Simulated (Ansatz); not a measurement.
# CH5GeN: the cost of one run

All numbers are computed with the Python package of Ansatz 0.2.0. Level of theory: Hartree-Fock/def2-SVP.

### 1 Starting point

Bond lengths: C1–N2 1.216 Å, N2–Ge3 1.841 Å, C1–H4 1.049 Å, C1–H5 1.132 Å, Ge3–H6 1.559 Å, Ge3–H7 1.606 Å, Ge3–H8 1.492 Å. Angles: C1–N2–Ge3 120.2°, N2–C1–H4 123.1°, N2–C1–H5 121.9°, H4–C1–H5 114.9°, N2–Ge3–H6 109.4°, N2–Ge3–H7 108.4°, N2–Ge3–H8 110.8°, H6–Ge3–H7 107.7°, H6–Ge3–H8 111.7°, H7–Ge3–H8 108.8°.

The script reads ch5gen.xyz:

```xyz
8

C    -0.53140    1.01880   -0.98760
N     0.49200    0.43580   -0.68700
Ge    0.48700   -0.79550    0.68100
H    -1.43380    0.89710   -0.46730
H    -0.56470    1.77460   -1.82940
H     0.11130   -0.08430    2.01660
H     1.97400   -1.38170    0.84170
H    -0.44230   -1.92190    0.37630
```

### 2 The code

Input file ch5gen.py:

```python
"""Does a wider search find a lower mean-field state of CH5GeN?"""

from dataclasses import dataclass

import ansatz as az
import numpy as np


@dataclass
class RunConfig:
    basis_set: str = "def2-SVP"
    xc: str = "hf"


opts = RunConfig()


def main() -> None:
    ch5gen = az.Crystal.molecule_from_extxyz("ch5gen.xyz")
    symbols = [site.symbol for site in ch5gen.cartesian_sites]

    start = np.array([site.position_ang for site in ch5gen.cartesian_sites])
    for factor in [1.0, 1.25, 1.6]:
        xyz = (start - start.mean(axis=0)) * factor
        scaled = az.Crystal.molecule()
        for symbol, place in zip(symbols, xyz):
            scaled = scaled.atom(symbol, place.tolist())
        setup = scaled.calculation().basis(gaussian=opts.basis_set).functional(opts.xc).spin("collinear")
        for search in ("off", "standard"):
            try:
                data = setup.scf(lower_state_search=search).run(threads=1, backend="cpu").report
            except az.AnsatzError as error:
                print(f"x{factor} search {search}: {type(error).__name__}")
                continue
            state = data["mean_field"]["state"]
            print(f"all distances x{factor}, search {search:8s} E = {data['free_energy_ev']:.5f} eV  <S^2> = {abs(state['spin_squared']):.3f}  other states met: {len(data['mean_field']['others'])}")


if __name__ == "__main__":
    main()
```

### 3 The run

Command:

```
$ python ch5gen.py
```

Q: Estimate wall time and peak memory on 1 thread of Arm Neoverse V1, shared host.

About 39 s, with a peak of 0.33 GiB.
